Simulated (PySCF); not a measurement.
**NaPb+: from the state search to spectroscopic constants**

One job finds the state of NaPb+, follows it along the bond with each method and fits the curves.

Method: Na cc-pVDZ, Pb cc-pVDZ-PP with ECP60, scalar-relativistic core potentials; program: PySCF 2.14.0.

### 1 Set-up

A driver script around PySCF takes these settings:

- atoms: Na, Pb
- charge: 1
- basis: Na cc-pVDZ, Pb cc-pVDZ-PP with ECP60
- Hamiltonian: scalar-relativistic core potentials
- basis functions: 41
- electrons treated: 32
- masses in u: 22.9898, 207.9766
- levels: PBE0, PBE, r²SCAN, BP86, BLYP, B3LYP, HF, MP2, SCS-MP2, CCSD, CCSD(T)
- grid: 80 radial by 434 angular points
- occupations: held fixed by the projection of orbital angular momentum
- dissociation limit: Na+ + Pb, each in its ground configuration
- starting distance in angstrom: 3.070
- values of 2S to try: 0, 2

Command:

```
$ OMP_NUM_THREADS=1 python dia.py task.json out
```

After this run come: First curve: PBE0; Excited determinants; PBE (GGA); r²SCAN (meta-GGA); BP86 (GGA); BLYP; B3LYP (global hybrid GGA); UHF; Adding correlation.

Q: Predict the outcome of this session. Wanted: for each run, Re; ωe; De; μ.

**Answer**, as computed:

Lowest PBE0 solution found, without spin–orbit coupling: ³Π (triplet), unpaired electrons σ ↑, π ↑. State 2 has its PBE0 minimum 0.26 eV higher. State 3 has its PBE0 minimum 0.26 eV higher, as a spin-mixed determinant (⟨S²⟩ = 1.00), so this is no gap between pure states. The other levels ran on the lowest alone.

```tsv
level	Re (Å)	ωe (cm⁻¹)	De (eV)	μ (D)
UHF	3.518	102.3	0.56	-11.43
UHF-MP2	3.473	107.4	0.59	n/a
UHF-SCS-MP2	3.478	106.9	0.58	n/a
UHF-CCSD	3.474	107.9	0.59	n/a
UHF-CCSD(T)	3.471	108.3	0.59	n/a
PBE	3.472	100.8	0.74	-10.25
BLYP	3.504	96.8	0.75	-10.24
BP86	3.500	99.0	0.65	-10.70
r²SCAN	3.461	103.8	0.64	-10.83
B3LYP	3.461	101.9	0.70	-10.43
PBE0	3.444	104.7	0.68	-10.52
```

De is counted to Na+ + Pb in their ground configurations. A positive dipole points from Na to Pb; in an ion it is taken about the centre of mass and does not tell which atom is negative.

**Reading.** Bond lengths run from 3.444 Å (PBE0) to 3.518 Å (UHF). CCSD(T) can't serve as the judge here: for a weak bond in this basis it is far from its limit. Of the levels with a De here, UHF gives the least (0.56 eV) and BLYP the most (0.75 eV).

Correlated steps freeze 5 core orbitals. These are scalar-relativistic numbers at best; spin–orbit coupling would shift them, the dissociation energy most. At some levels the lowest empty orbital lies below the highest filled one (the two can be of opposite spin). With spin–orbit coupling the term label itself may not hold.
